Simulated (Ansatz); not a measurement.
FH2SSi, SMILES F[SiH]S, an atomisation energy

Program: the Ansatz DFT code, driven from Python.

The cells in order, each with its output:

In [1]:
```python
from collections import Counter

import ansatz as az
from ase import Atoms
```

In [2]:
```python
def energy(molecule, charge=0, unpaired=0):
    calc = (
        molecule.calculation()
        .basis(gaussian='def2-TZVP')
        .functional('pbe0', dispersion='d3bj')
    )
    if charge:
        calc = calc.charge(charge)
    if unpaired:
        calc = calc.spin('collinear', total=unpaired)
    report = calc.run(threads=1).report
    if report['published_state_doubts']:
        print('  doubts:', report['published_state_doubts'])
    return report['free_energy_ev']
```

In [3]:
```python
atoms = Atoms(['F', 'Si', 'S', 'H', 'H'], positions=[
    (-1.3976, -0.0754, 0.9355),
    (-0.7466, -0.164, -0.5129),
    (0.9821, 1.0678, -0.4902),
    (-0.2277, -1.5566, -0.6851),
    (1.4396, 0.6545, 0.7113),
])
system = az.Crystal.molecule_from_ase(atoms)
```

In [4]:
```python
# unpaired electrons of the ground-state atoms
unpaired = {'F': 1, 'Si': 2, 'S': 2, 'H': 1}
counts = Counter(site.symbol for site in system.cartesian_sites)
atom_energy = {s: energy(az.Crystal.molecule().atom(s, (0, 0, 0)), 0, unpaired[s]) for s in counts}
whole = energy(system, 0, 1)
for s, e in atom_energy.items():
    print(f'{s:2s} x{counts[s]}  {e:14.5f} eV')
print(f'FH2SSi: {whole:.5f} eV')
split = sum(counts[s] * e for s, e in atom_energy.items()) - whole
print(f'atomisation energy (no zero-point term): {96.485332 * split:.1f} kJ/mol, {split / sum(counts.values()):.3f} eV an atom')
```
```text
F  x1     -2712.32684 eV
Si x1     -7870.87803 eV
S  x1    -10829.41622 eV
H  x2       -13.63389 eV
FH2SSi: -21455.61522 eV
atomisation energy (no zero-point term): 1517.4 kJ/mol, 3.145 eV an atom
```

1517.4 kJ/mol from the electronic energies, without the zero-point term.

Reading the output:
- Total energies depend on the basis set; only differences at equal settings carry meaning.
- The geometry is a force-field or estimated start, not a minimum of this method, and the basis set is short of its limit. All parts are taken at fixed geometry, without zero-point energy.
- The run takes the species as open-shell (spin multiplicity 2), which needn't be its ground state.
- Hardware and time: 5.7 s on 1 thread of Arm Neoverse V1, on a shared host, peak memory 0.32 GiB.
